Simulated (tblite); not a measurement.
# C4H10As2S: the cost of one run

The runs use tblite 0.8.0 and PySCF 2.14.0, with density-fitted response routines of our own; the level of theory stands in each step. All values are computed, except where a source is named. Atoms count from 0, in the outputs and in this text.

### Step 1. The molecule as given

17 atoms, charge 0, multiplicity 1; geometry from: force field or distance geometry start.

Bonds of the start (Å): C0–C1 1.52, C1–S2 1.44, C1–C3 1.52, C3–As4 1.98, C3–C5 1.54, C5–As6 1.97, C0–H7 1.12, C0–H8 1.11, C0–H9 1.10, C3–H10 1.11, As4–H11 1.57, As4–H12 1.57, C5–H13 1.11, C5–H14 1.12, As6–H15 1.58, As6–H16 1.56.

### Step 2. Optimising the geometry with GFN2-xTB

What the job is given:

```
{"job": {"kind": "relax", "xc": "GFN2-xTB", "basis": "xTB"}, "charge": 0, "multiplicity": 1}
C      1.711100    -1.230700     0.762100
C      1.091400    -0.581400    -0.467900
S      1.516700    -1.049500    -1.757200
C      0.081800     0.546000    -0.346400
As     0.894100     2.068400     0.623600
C     -1.196600     0.090300     0.386800
As    -2.153000    -1.297900    -0.636600
H      1.347400    -0.739900     1.698100
H      1.435100    -2.307500     0.802300
H      2.805100    -1.132100     0.741600
H     -0.218400     0.914700    -1.344300
H      1.821700     2.406800    -0.592600
H     -0.227300     3.052900     0.142100
H     -0.953400    -0.300000     1.398900
H     -1.876100     0.969000     0.508900
H     -3.445700    -1.131400     0.248100
H     -2.641100    -0.265400    -1.698100
```

On the command line:

```
OMP_NUM_THREADS=1 python probes_run.py task.json out
```

One launch serves the whole session: the jobs run in the order shown.

Q: Estimate the wall time and peak memory of this first job on 1 thread of Arm Neoverse N1, shared host.

About 1.5 s, with a peak of 0.18 GiB.
